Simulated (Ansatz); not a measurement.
**SnH3Cl (SMILES [Cl][SnH3]): CCSD(T)/STO-3G**

What is the energy change on altering one bond length of SnH3Cl at CCSD(T)/STO-3G? 

The results are computed with Ansatz 0.2.0.

59 further runs of the same task are left out: 8 that didn't finish, 51 set aside as unsound or not needed.

**1. The structure to begin with**

SnH3Cl: 5 atoms, total charge 0, spin state singlet. As SMILES, `[Cl][SnH3]`. The shape is that of a PBE0-D4/def2-TZVP optimisation.

Bond lengths: Cl1–Sn2 2.334 Å, Sn2–H3 1.700 Å, Sn2–H4 1.700 Å, Sn2–H5 1.700 Å. Angles: Cl1–Sn2–H3 106.1°, Cl1–Sn2–H4 106.1°, Cl1–Sn2–H5 106.1°, H3–Sn2–H4 112.7°, H3–Sn2–H5 112.7°, H4–Sn2–H5 112.7°.

**2. The energy at CCSD(T)/STO-3G**

The input, input.yaml:

```yaml
crystal:
  periodic: [false, false, false]
  atoms:
    - {symbol: Cl, position_ang: [-1.839400, 0.332400, 1.029900]}
    - {symbol: Sn, position_ang: [0.168900, -0.044500, -0.097500]}
    - {symbol: H, position_ang: [-0.120500, 0.362900, -1.722400]}
    - {symbol: H, position_ang: [0.522700, -1.694200, 0.111100]}
    - {symbol: H, position_ang: [1.318200, 0.969900, 0.637400]}
basis:
  gaussian:
    orbitals: STO-3G
total_charge: 0
correlation:
  method: ccsd_t
  frozen_orbitals: {Cl: 5, H: 0, Sn: 18}
accuracy: high
scf:
  omitted_lower_state_checks: [cluster_reference, increment]
```

The run is started by

```sh
$ ansatz run input.yaml --threads 1 --pin off --max-ram 2610MiB --events-out events.jsonl --progress --plain --runs-dir runs
```

The log of the run, shortened:

```text
Warning: RAYON_NUM_THREADS=1 ignored (pool sized by the plan → 1); use --threads N
Functional definition: HF
  name "HF"
[...]
710 factors; integrals over basis functions are off by at most 7.3e-9 eV
[...]
mean field -174688.80582630 eV, -6419.6952057910 hartree, gradient 1.5e-8 eV, S^2 0.000000; 0 other end points of the search recorded, 0 dependent functions left out
23 core orbitals not correlated: weight in the atoms' cores, before any rotation towards them, 1.000 or more for the frozen orbitals, at most 0.000 for the correlated occupied ones
reference -174688.80582630 eV, -6419.6952057910 hartree; 12, 12 occupied and 4, 4 virtual orbitals, 710 factors
second order -1.08020055 eV of doubles, -0.00000000 eV of singles
cycle   1  -1.41356340 eV  change   -3.3e-1 eV  update   5.3e-2
[...]
cycle  16  -1.61108726 eV  change    1.0e-9 eV  update   1.9e-9
perturbative correction -0.01464325 eV, -0.0005381295 hartree
Total energy: -174690.43155680 eV, -6419.7549502851 hartree
Checks for a lower state left out: cluster_reference, increment
```

Wall time 0.85 s (1 thread of Arm Neoverse V1, shared host); peak memory 0.098 GiB.

**3. The distorted shape, same level**

The input, run.yaml:

```yaml
crystal:
  periodic: [false, false, false]
  atoms:
    - {symbol: Cl, position_ang: [-1.927856, 0.744851, 0.977747]}
    - {symbol: Sn, position_ang: [0.080444, 0.367951, -0.149653]}
    - {symbol: H, position_ang: [-0.208956, 0.775351, -1.774553]}
    - {symbol: H, position_ang: [0.522700, -1.694200, 0.111100]}
    - {symbol: H, position_ang: [1.229744, 1.382351, 0.585247]}
basis:
  gaussian: {orbitals: STO-3G}
accuracy: high
total_charge: 0
scf: {omitted_lower_state_checks: [cluster_reference, increment]}
correlation: {method: ccsd_t, frozen_orbitals: {Cl: 5, H: 0, Sn: 18}}
```

The run is started by

```sh
$ ansatz run run.yaml --threads 1 --pin off --max-ram 2610MiB --events-out events.jsonl --progress --plain --runs-dir runs
```

The log of the run, shortened:

```text
Warning: RAYON_NUM_THREADS=1 ignored (pool sized by the plan → 1); use --threads N
[... 2 set-up lines as earlier in the session ...]
[...]
710 factors; integrals over basis functions are off by at most 4.6e-9 eV
[...]
mean field -174687.26082934 eV, -6419.6384282001 hartree, gradient 8.0e-9 eV, S^2 0.000000; 0 other end points of the search recorded, 0 dependent functions left out
23 core orbitals not correlated: weight in the atoms' cores, before any rotation towards them, 1.000 or more for the frozen orbitals, at most 0.000 for the correlated occupied ones
reference -174687.26082934 eV, -6419.6384282001 hartree; 12, 12 occupied and 4, 4 virtual orbitals, 710 factors
second order -1.27817062 eV of doubles, -0.00000000 eV of singles
cycle   1  -1.71138506 eV  change   -4.3e-1 eV  update   6.8e-2
[...]
cycle  20  -1.99695222 eV  change  -3.4e-10 eV  update  7.5e-10
perturbative correction -0.02076910 eV, -0.0007632505 hartree
Total energy: -174689.27855066 eV, -6419.7125780911 hartree
Checks for a lower state left out: cluster_reference, increment
```

It took 0.85 s on 1 thread of Arm Neoverse V1, shared host; peak memory 0.098 GiB.

**4. Summary of results**

Level: CCSD(T)/STO-3G, 23 core orbitals frozen.

```
                                                          quantity           value
                                         first shape: total energy  -6419.75495 Eh
         first shape: correlation energy (23 core orbitals frozen)       -59.7 mEh
                                       first shape: (T) correction       -0.54 mEh
                                        first shape: T1 diagnostic           0.004
                                     distorted shape: total energy  -6419.71258 Eh
     distorted shape: correlation energy (23 core orbitals frozen)       -74.1 mEh
                                   distorted shape: (T) correction       -0.76 mEh
                                    distorted shape: T1 diagnostic           0.005
energy change with the Sn2–H4 bond stretched from 1.700 to 2.125 Å        1.153 eV
```

In words: With the Sn2–H4 bond stretched from 1.700 to 2.125 Å the energy rises by 1.15 eV (111 kJ/mol). The first shape isn't relaxed at this level, so the change isn't measured from a minimum. The minimal basis adds a large error of its own. The triples (first shape) make up 0.9 % of the correlation energy. Relativity is left out (first shape) although the molecule holds a heavy atom. The triples (distorted shape) make up 1.0 % of the correlation energy. Relativity is left out (distorted shape) although the molecule holds a heavy atom.
